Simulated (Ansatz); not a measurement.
Runs of Ansatz 0.2.0 on GeCN2. It takes space group R-3m (No. 166, trigonal). The conventional cell has a = 3.588 Å, b = 3.588 Å, c = 14.766 Å, α = 90.00°, β = 90.00°, γ = 120.00°. Ge (site symmetry -3m) has 6 N at 2.40 Å as nearest neighbours. N (site symmetry 3m) has 1 C at 1.24 Å as nearest neighbours. Around C (site symmetry -3m) lie 2 N at 1.24 Å. The cell comes from a database or a generator and needn't be the stable form of this composition.

```csv
task,level,cutoff (eV),points for each segment of the path,gap on the mesh (eV),pressure (GPa),V0 of scaled cells (Å³/atom),B0 (GPa),largest force (eV/Å)
equation of state,PBEsol,420,-,-,-,13.38,138,-
band structure,PBE,420,14,(b),0.0,-,-,(c)
equation of state,r2SCAN,500,-,-,-,13.39,140,-
band structure,LDA,420,14,0.97,-6.7,-,-,0.33
band structure,r2SCAN,500,14,(a),-3.2,-,-,0.50
```

Alike in all rows: potentials or basis Ansatz PAW; no spin polarisation; cell as given; k mesh 9 × 9 × 9; smearing fermi-dirac 0.05 eV.

**Question.** Estimate the missing entries.

**Answer.** (a) 1.20; (b) 1.12; (c) 0.02.

Caveats: the cell was scaled at fixed shape and fractional positions, which overstates the stiffness of a crystal with free parameters, most of all of layers and chains (some runs); the k mesh misses the band edges, so the gap on the mesh is wider than the one along the path (some runs); the PAW data sets come from PBE, with cores solved anew for the run's functional, which leaves a small shift of forces and pressure (some runs); the PAW data sets were made with another functional, which shifts forces and pressure a little (some runs).

A k mesh can miss the band edges, and the runs leave out spin-orbit coupling on Ge.
